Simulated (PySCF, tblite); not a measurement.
# C₅H₄F₃N₃S: geometry, infrared bands and NMR shifts

Wanted: the infrared bands and NMR shifts of C₅H₄F₃N₃S (`CSc1cc(C(F)(F)F)nnn1`), by calculation.

Computed with tblite 0.8.0 and PySCF 2.14.0, with density-fitted response routines of our own, on a single molecule in the gas phase. Atoms are numbered from 0 throughout.

## (1) The molecule as given

16 atoms, charge 0, multiplicity 1; geometry from: force field or distance geometry start.

Bonds of the start (Å): C0–S1 1.84, S1–C2 1.78, C2–C3 1.39, C3–C4 1.41, C4–C5 1.50, C5–F6 1.37, C5–F7 1.37, C5–F8 1.38, C4–N9 1.32, N9–N10 1.32, N10–N11 1.32, N11–C2 1.34, C0–H12 1.11, C0–H13 1.10, C0–H14 1.12, C3–H15 1.07.

## (2) Relaxing the molecule with GFN2-xTB

Job settings and geometry (Å):

```
{"job": {"kind": "relax", "xc": "GFN2-xTB", "basis": "xTB"}, "charge": 0, "multiplicity": 1}
C      3.173400     0.884200    -0.037500
S      2.039800     0.134000    -1.277000
C      0.646100    -0.535400    -0.386000
C     -0.500600     0.220400    -0.156900
C     -1.513500    -0.448800     0.558000
C     -2.806400     0.243100     0.877500
F     -2.801300     1.523400     0.392500
F     -3.797800    -0.503700     0.303900
F     -2.959800     0.173400     2.247000
N     -1.387600    -1.705500     0.956900
N     -0.287200    -2.394500     0.706200
N      0.695600    -1.805500     0.049200
H      2.786800     1.876400     0.277200
H      4.220900     0.879000    -0.387800
H      3.090800     0.227800     0.865100
H     -0.606800     1.240700    -0.464700
```

Run with:

```bash
$ OMP_NUM_THREADS=1 python probes_run.py task.json out
```

This one command runs all jobs of the session in turn.

**Question.** This job is followed by: GFN2-xTB harmonic vibrations, gas phase; GIAO PBE0/pcSseg-1 NMR shielding, non-relativistic, gas phase. What will the session give for the following? strongest single infrared mode (GFN2-xTB); zero-point energy (GFN2-xTB); 13C shifts against TMS (PBE0/pcSseg-1); 1H shifts against TMS (PBE0/pcSseg-1, means over atoms taken as alike); 33S shifts against CS2 (PBE0/pcSseg-1); 19F shifts against CFCl3 (PBE0/pcSseg-1, means over atoms taken as alike); 15N shifts against NH3 (PBE0/pcSseg-1).

**Answer**, as computed:

| quantity | value |
| --- | --- |
| strongest single infrared mode (GFN2-xTB) | 1061 cm⁻¹, 265 km/mol |
| zero-point energy (GFN2-xTB) | 58.0 kcal/mol |
| 13C shifts against TMS (PBE0/pcSseg-1) | 173.4, 151.1, 130.9, 118.3, 20.1 ppm |
| 1H shifts against TMS (PBE0/pcSseg-1, means over atoms taken as alike) | 7.57, 2.98 ppm |
| 33S shifts against CS2 (PBE0/pcSseg-1) | 44 ppm |
| 19F shifts against CFCl3 (PBE0/pcSseg-1, means over atoms taken as alike) | -83.3 ppm |
| 15N shifts against NH3 (PBE0/pcSseg-1) | 533.0, 417.8, 407.4 ppm |

**Reading.** Over 96 steps the energy fell by 1.042 eV; of the close pairs, S1–C2 changed most, 1.784 to 1.727 Å. No mode is imaginary among the 42: a minimum at this level. The strongest single mode, at 1061 cm⁻¹, moves mainly C5. GFN2-xTB is a fitted tight-binding method: band positions and strengths are rough. Its intensities can rank the bands wrongly. At PBE0/pcSseg-1: The largest span, 968 ppm, is at N10, where the paramagnetic term is -576 ppm. NICS(1)zz of -23 ppm above the planar ring from C2 marks a diatropic (aromatic) ring current.
